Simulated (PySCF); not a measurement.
# [Er(H2O)5]3+: forces at shaken geometries

Aim: move all atoms of relaxed [Er(H2O)5]3+ at random and read energies and forces. The structure is generated, not taken from experiment.

Computed with PySCF 2.14.0. Level: r2SCAN, Er lcecp-1-SVP with ECP57, O def2-SVP, H def2-SVP; scalar-relativistic core potentials, no spin–orbit coupling.

6 further runs of the same task are left out: 2 for a known fault of the program, 2 that didn't finish, 2 set aside as unsound or not needed.

## Step 1: The system as given

16 atoms, charge 3, spin multiplicity 1.

Bond lengths: Er1–O2 2.302 Å, Er1–O5 2.302 Å, Er1–O8 2.269 Å, Er1–O11 2.304 Å, Er1–O14 2.304 Å, O2–H3 0.982 Å, O2–H4 0.982 Å, O5–H6 0.982 Å, O5–H7 0.982 Å, O8–H9 0.984 Å, O8–H10 0.984 Å, O11–H12 0.983 Å, O11–H13 0.983 Å, O14–H15 0.983 Å, O14–H16 0.983 Å. Angles: O2–Er1–O5 158.3°, O2–Er1–O8 100.8°, O2–Er1–O11 86.7°, O2–Er1–O14 86.9°, O5–Er1–O8 100.8°, O5–Er1–O11 86.9°, O5–Er1–O14 86.7°, O8–Er1–O11 107.3°, O8–Er1–O14 107.3°, O11–Er1–O14 145.3°, Er1–O2–H3 128.2°, Er1–O2–H4 128.2°, H3–O2–H4 103.6°, Er1–O5–H6 128.2°, Er1–O5–H7 128.2°, H6–O5–H7 103.6°, Er1–O8–H9 128.1°, Er1–O8–H10 128.1° and more.

Geometry (Å):

| atom | x (Å) | y (Å) | z (Å) |
| --- | --- | --- | --- |
| Er1 | -0.0473 | 0.0000 | 0.0000 |
| O2 | -0.4797 | -0.0411 | 2.2609 |
| H3 | -0.5998 | 0.7197 | 2.8702 |
| H4 | -0.6064 | -0.8233 | 2.8413 |
| O5 | -0.4797 | 0.0412 | -2.2609 |
| H6 | -0.5998 | -0.7196 | -2.8702 |
| H7 | -0.6063 | 0.8233 | -2.8413 |
| O8 | 2.2218 | -0.0001 | 0.0000 |
| H9 | 2.8297 | -0.0174 | 0.7739 |
| H10 | 2.8297 | 0.0172 | -0.7739 |
| O11 | -0.7336 | 2.1989 | 0.0445 |
| H12 | -0.1758 | 3.0086 | 0.0548 |
| H13 | -1.6511 | 2.5523 | 0.0574 |
| O14 | -0.7338 | -2.1988 | -0.0445 |
| H15 | -1.6514 | -2.5521 | -0.0574 |
| H16 | -0.1760 | -3.0086 | -0.0548 |

Formal oxidation states: Er +3. Each metal's 11 4f electrons lie in its core potential, so multiplicities, spins and levels count the valence alone. An earlier session relaxed this geometry at r2SCAN, Er lcecp-1-SVP with ECP57, O def2-SVP, H def2-SVP (singlet, point group C2v).

Its energy there is -419.042623 Eh.

## Step 2: Atoms moved at random, σ = 0.03 Å

The input, run.py (the lines that set the calculation):

```python
mol = gto.M(atom='''
Er    -0.07126    -0.06006     0.03120
O     -0.47270    -0.07282     2.25804
H     -0.54739     0.73189     2.93466
H     -0.62331    -0.83117     2.82263
O     -0.47664     0.06498    -2.26125
H     -0.60371    -0.76435    -2.88466
H     -0.59143     0.80780    -2.86241
O      2.18518     0.02217     0.00255
H      2.87130     0.02364     0.77422
H      2.82013     0.00145    -0.79968
O     -0.73527     2.23746     0.01260
H     -0.16077     3.04444     0.03069
H     -1.66337     2.56956     0.08738
O     -0.73718    -2.23240    -0.02877
H     -1.64976    -2.55739    -0.07381
H     -0.20315    -2.98519    -0.04338''',
    basis={'Er': 'lcecp-1-SVP', 'O': 'def2-SVP', 'H': 'def2-SVP'},
    ecp={'Er': 'lcecp-1-SVP'},
    charge=3, spin=0)
mf = dft.RKS(mol, xc='R2SCAN')
mf.grids.atom_grid = (50, 194)  # f atoms: unpruned, at least (60, 302)
mf = mf.density_fit()  # fitting sets: Er AutoAux, O def2-universal-JKFIT, H def2-universal-JKFIT
mf.conv_tol = 1e-08; mf.max_cycle = 55
mf.kernel(dm0)  # dm0: the density of the relaxed state
```

Started as:

```console
OMP_NUM_THREADS=4 python run.py
```

## Step 3: Atoms moved at random, σ = 0.1 Å

The input, run.py (the lines that set the calculation):

```python
mol = gto.M(atom='''
Er    -0.04277     0.04079     0.18012
O     -0.45347    -0.11736     2.35620
H     -0.55131     0.77831     2.97019
H     -0.68704    -0.74931     2.86180
O     -0.42915     0.15194    -2.24092
H     -0.68147    -0.62722    -2.99927
H     -0.65967     0.89577    -2.84795
O      2.27917     0.19180    -0.04289
H      2.71667    -0.00548     0.71820
H      2.87652    -0.13893    -0.79033
O     -0.72052     2.07550     0.11029
H     -0.25444     2.91469    -0.02407
H     -1.57379     2.51485     0.03711
O     -0.64546    -2.25046    -0.25090
H     -1.65498    -2.54173    -0.01649
H     -0.17764    -3.13313    -0.02108''',
    basis={'Er': 'lcecp-1-SVP', 'O': 'def2-SVP', 'H': 'def2-SVP'},
    ecp={'Er': 'lcecp-1-SVP'},
    charge=3, spin=0)
mf = dft.RKS(mol, xc='R2SCAN')
mf.grids.atom_grid = (50, 194)  # f atoms: unpruned, at least (60, 302)
mf = mf.density_fit()  # fitting sets: Er AutoAux, O def2-universal-JKFIT, H def2-universal-JKFIT
mf.conv_tol = 1e-08; mf.max_cycle = 55
mf.kernel(dm0)  # dm0: the density of the relaxed state
```

## Step 4: Atoms moved at random, σ = 0.15 Å

The input, run.py (the lines that set the calculation):

```python
mol = gto.M(atom='''
Er     0.08731    -0.14008     0.22235
O     -0.79907    -0.15679     2.44999
H     -0.40448     0.56000     2.69652
H     -0.37807    -0.81720     2.88732
O     -0.29558    -0.22928    -2.15701
H     -0.66220    -0.52855    -3.11969
H     -0.77341     0.90507    -2.62814
O      2.12356     0.01156    -0.40163
H      2.78962    -0.12839     0.63953
H      2.79936     0.11684    -0.70922
O     -0.79452     2.28372     0.15204
H     -0.06293     2.85267     0.03214
H     -1.72157     2.56988    -0.08717
O     -0.68634    -2.04172     0.11754
H     -1.71742    -2.43202     0.03470
H     -0.16360    -2.82568    -0.12927''',
    basis={'Er': 'lcecp-1-SVP', 'O': 'def2-SVP', 'H': 'def2-SVP'},
    ecp={'Er': 'lcecp-1-SVP'},
    charge=3, spin=0)
mf = dft.RKS(mol, xc='R2SCAN')
mf.grids.atom_grid = (50, 194)  # f atoms: unpruned, at least (60, 302)
mf = mf.density_fit()  # fitting sets: Er AutoAux, O def2-universal-JKFIT, H def2-universal-JKFIT
mf.conv_tol = 1e-08; mf.max_cycle = 55
mf.kernel(dm0)  # dm0: the density of the relaxed state
```

**Question.** What will these runs give? Wanted: for each run, σ; energy rise; harmonic estimate −½ F·u; largest force component.

**Answer**, as computed:

| σ (Å) | energy rise (eV) | harmonic estimate −½ F·u (eV) | largest force component (eV/Å) |
| --- | --- | --- | --- |
| 0.03 | 0.461 | 0.451 | 2.95 |
| 0.1 | 2.421 | 2.461 | 11.24 |
| 0.15 | 8.527 | 5.927 | 22.97 |

Every displacement raises the energy. For a harmonic well the rise equals −½ F·u; the two differ by at most 30 % here (a move with σ = 0.15 Å), from anharmonicity, the grid and the small forces left at the relaxed point. These are double-zeta-type bases without diffuse functions. Spin–orbit coupling is left out.
